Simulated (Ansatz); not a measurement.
# H3NSZn: ionisation energy by level of theory

The task here is to estimate one member of a computed series from the others.

Program: Ansatz 0.2.0, Gaussian basis. Level of theory: unrestricted cation, the program's frozen cores in correlated methods. These are calculated values, not measurements.

Levels to be run: UKS PBE-D4/def2-TZVPP; UKS r2SCAN-D4/def2-TZVPP; UKS PBE0-D4/def2-TZVPP; UKS B3LYP-D4/def2-TZVPP; UKS wB97X-V/def2-TZVPP; UKS wB97M-V/def2-TZVPP; UKS B2PLYP (frozen core with 3s3p of Cu, Zn)/def2-TZVPP; UHF-CCSD(T) with 3s3p of Cu, Zn/def2-TZVPP; UHF-MP2 with 3s3p of Cu, Zn/def2-QZVPP; extrapolation to the limit; then −ε(HOMO) from the neutral's earlier runs with LDA (SPW92), PBE-D4, revPBE-D4, BLYP-D4, r2SCAN-D4, B97M-V, PBE0-D4, B3LYP-D4, r2SCANh-D4, r2SCAN0-D4, HSE06-D4, BHLYP-D4, CAM-B3LYP-D4, LC-ωPBE, ωB97X-V, ωB97M-V.

## The geometry

The geometry comes from an earlier relaxation with PBE0-D4 in a triple-zeta def2 set; it is a stationary point.

SMILES `[NH2][Zn][SH]`, 6 atoms, charge 0, spin multiplicity 1.

Atoms are counted from 1 here; the program's logs count them from 0.

Bond lengths: N1–Zn2 1.814 Å, N1–H4 1.010 Å, N1–H5 1.010 Å, Zn2–S3 2.156 Å, S3–H6 1.344 Å. Angles: Zn2–N1–H4 117.9°, Zn2–N1–H5 117.9°, H4–N1–H5 108.5°, N1–Zn2–S3 174.8°, Zn2–S3–H6 93.2°.

The first run:

Contents of in.yaml:

```yaml
crystal:
  periodic: [false, false, false]
  atoms:
    - {symbol: N, position_ang: [-1.099136, 0.308916, -1.008624]}
    - {symbol: Zn, position_ang: [0.039506, 0.136619, 0.393280]}
    - {symbol: S, position_ang: [1.273818, 0.052056, 2.159577]}
    - {symbol: H, position_ang: [-0.762793, 0.782923, -1.834330]}
    - {symbol: H, position_ang: [-1.618945, -0.507257, -1.297317]}
    - {symbol: H, position_ang: [2.167549, -0.773256, 1.587425]}
basis:
  gaussian: {orbitals: def2-TZVPP}
total_charge: 1
magnetization: {spin_polarized: true, initial_magnetization: 1}
hamiltonian: {xc: pbe, dispersion: d4}
```

Launch:

```bash
$ ansatz run in.yaml --threads 4 --pin off --events-out ev --progress --plain --max-ram 10444MiB
```

Steps of the session up to this table: Cation, UKS PBE-D4/def2-TZVPP; Cation, UKS r2SCAN-D4/def2-TZVPP; Cation, UKS PBE0-D4/def2-TZVPP; Cation, UKS B3LYP-D4/def2-TZVPP; Cation, UKS wB97X-V/def2-TZVPP; Cation, UKS wB97M-V/def2-TZVPP; Cation, UKS B2PLYP (frozen core with 3s3p of Cu, Zn)/def2-TZVPP; Cation, UHF-CCSD(T) with 3s3p of Cu, Zn/def2-TZVPP; Cation, UHF-MP2 with 3s3p of Cu, Zn/def2-QZVPP.

One table of the session follows, with a row left open; its other results are not shown here.

Orbital estimates, from the neutral's runs:

| functional | −ε(HOMO) (eV) |
| --- | --- |
| LDA (SPW92) | 5.97 |
| PBE-D4 | 5.76 |
| revPBE-D4 | ? |
| BLYP-D4 | 5.64 |
| r2SCAN-D4 | 6.03 |
| B97M-V | 6.04 |
| PBE0-D4 | 7.09 |
| B3LYP-D4 | 6.86 |
| r2SCANh-D4 | 6.53 |
| r2SCAN0-D4 | 7.29 |
| HSE06-D4 | 6.68 |
| BHLYP-D4 | 8.33 |
| CAM-B3LYP-D4 | 8.54 |
| LC-ωPBE | 9.97 |
| ωB97X-V | 9.56 |
| ωB97M-V | 9.46 |

**Question.** Estimate the row for revPBE-D4.

The run gave: −ε(HOMO) (eV): 5.69. In the column «−ε(HOMO) (eV)» it lies between BLYP-D4 (5.64) and PBE-D4 (5.76).

Limits of these values: The cation may have settled in a state other than its lowest; no search over hole states beyond the program's own was made.
